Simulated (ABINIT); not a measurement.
Crystal: Si2F.

```
Si F
1.0
     1.31848    0.76123    6.42234
    -1.31848    0.76123    6.42234
     0.00000   -1.52245    6.42234
Si F
2 1
Direct
  0.76814 0.76814 0.76814
  0.23186 0.23186 0.23186
  0.00000 0.00000 0.00000
```

The cell was built by a generator and needn't be a form met in nature.

```yaml
Program: ABINIT 10.8.3 (patched build)
Task: single point
Functional: PBE
Potentials_or_basis: JTH PAW PBE v2.0
Cutoff: 626 eV
k_mesh: 12 × 12 × 12
Occupations: fermi-dirac, width 0.05 eV
Spin: no spin polarisation
```

On this cell: pressure 0.4 GPa; largest force 0.046 eV/Å; band gap on the k mesh none (metal or under the smearing width).

The same run follows on a disturbed copy (atoms moved at random, drawn with an rms of 0.05 Å):

```xyz
3
Lattice="1.3185 0.7612 6.4223 -1.3185 0.7612 6.4223 0.0000 -1.5225 6.4223" Properties=species:S:1:pos:R:3 pbc="T T T"
Si    0.0174   -0.0616   14.8166
Si   -0.0257   -0.0309    4.4474
F    -0.0329   -0.0073   -0.0698
```

Q: What does the disturbed cell give?

A: The energy (extrapolated to zero smearing) moves by -2.0 meV/atom; pressure 0.1 GPa; largest force 0.246 eV/Å; band gap on the k mesh none (metal or under the smearing width).

Forces in eV/Å, atoms in the order of the input:
```
Si   0.044 -0.038 -0.075
Si  -0.005 -0.015  0.245
F   -0.039  0.054 -0.170
```

Stress tensor (GPa, compression positive):
```
 0.76  0.11  0.23
 0.11  0.85 -0.10
 0.23 -0.10 -1.34
```

Caveats: an odd number of electrons without spin polarisation forces a metal; a magnetic or distorted state may lie lower.
